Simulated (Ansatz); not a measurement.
# C3H10AlN: basis-set convergence

An exercise on one series of results from a longer session: the logs are not shown, and one member is left open.

Program: Ansatz 0.2.0, Gaussian basis. Level of theory: one geometry, several basis sets. These are calculated values, not measurements.

The runs, in order: PBE0-D4/def2-SVP; ωB97M-V/def2-SVP; PBE0-D4/def2-QZVPP; ωB97M-V/def2-QZVPP; the functionals' def2-TZVPP values are taken from earlier runs.

## The geometry

All runs share one geometry, relaxed beforehand with PBE0-D4 in a triple-zeta def2 set.

15 atoms, charge 0, spin multiplicity 1.

Atoms are counted from 1 here; the program's logs count them from 0.

Bond lengths: C1–N2 1.441 Å, C1–H6 1.107 Å, C1–H7 1.092 Å, C1–H8 1.094 Å, N2–C3 1.444 Å, N2–C4 1.451 Å, C3–H9 1.106 Å, C3–H10 1.092 Å, C3–H11 1.093 Å, C4–Al5 1.967 Å, C4–H12 1.112 Å, C4–H13 1.101 Å, Al5–H14 1.589 Å, Al5–H15 1.591 Å. Angles: N2–C1–H6 112.7°, N2–C1–H7 110.2°, N2–C1–H8 110.2°, H6–C1–H7 107.9°, H6–C1–H8 108.1°, H7–C1–H8 107.6°, C1–N2–C3 110.9°, C1–N2–C4 111.7°, C3–N2–C4 112.0°, N2–C3–H9 112.5°, N2–C3–H10 109.9°, N2–C3–H11 110.1°, H9–C3–H10 107.9°, H9–C3–H11 108.1°, H10–C3–H11 108.2°, N2–C4–Al5 115.5°, N2–C4–H12 112.2°, N2–C4–H13 108.7° and more.

Set-up of the first run:

Input file in.yaml:

```yaml
crystal:
  periodic: [false, false, false]
  atoms:
    - {symbol: C, position_ang: [-0.898305, -1.133457, 0.040149]}
    - {symbol: N, position_ang: [0.367243, -0.466195, -0.134366]}
    - {symbol: C, position_ang: [1.377387, -1.045691, 0.720181]}
    - {symbol: C, position_ang: [0.248260, 0.966968, 0.059206]}
    - {symbol: Al, position_ang: [-0.888024, 1.906358, -1.242864]}
    - {symbol: H, position_ang: [-1.312968, -1.005027, 1.058552]}
    - {symbol: H, position_ang: [-0.787966, -2.204627, -0.144041]}
    - {symbol: H, position_ang: [-1.630218, -0.748862, -0.676671]}
    - {symbol: H, position_ang: [1.144700, -0.923192, 1.794664]}
    - {symbol: H, position_ang: [2.342082, -0.570850, 0.529247]}
    - {symbol: H, position_ang: [1.476808, -2.114304, 0.513128]}
    - {symbol: H, position_ang: [-0.052327, 1.226439, 1.097816]}
    - {symbol: H, position_ang: [1.244195, 1.421450, -0.054718]}
    - {symbol: H, position_ang: [-1.585636, 1.162467, -2.460924]}
    - {symbol: H, position_ang: [-1.067129, 3.477623, -1.069957]}
basis:
  gaussian: {orbitals: def2-SVP}
hamiltonian: {xc: pbe0, dispersion: d4}
output: {orbitals: {seedname: orbitals}}
```

Steps of the session up to this table: PBE0-D4 in def2-SVP; ωB97M-V in def2-SVP; PBE0-D4 in def2-QZVPP; ωB97M-V in def2-QZVPP.

One of the session's tables, all rows but one given; the rest of the session is left out.

It belongs to the step «Functionals by basis». 

| functional | basis | HOMO (eV) | LUMO (eV) |
| --- | --- | --- | --- |
| PBE0-D4 | def2-SVP | -5.95 | -1.27 |
| PBE0-D4 | def2-TZVPP | -6.09 | -1.31 |
| PBE0-D4 | def2-QZVPP | -6.12 | -1.34 |
| ωB97M-V | def2-SVP | ? | ? |
| ωB97M-V | def2-TZVPP | -8.41 | 0.26 |
| ωB97M-V | def2-QZVPP | -8.43 | 0.08 |

Q: Estimate the row for ωB97M-V, def2-SVP from the others.

As computed: HOMO (eV): -8.25; LUMO (eV): 0.39. In the column «HOMO (eV)» it lies between ωB97M-V, def2-TZVPP (-8.41) and PBE0-D4, def2-QZVPP (-6.12).
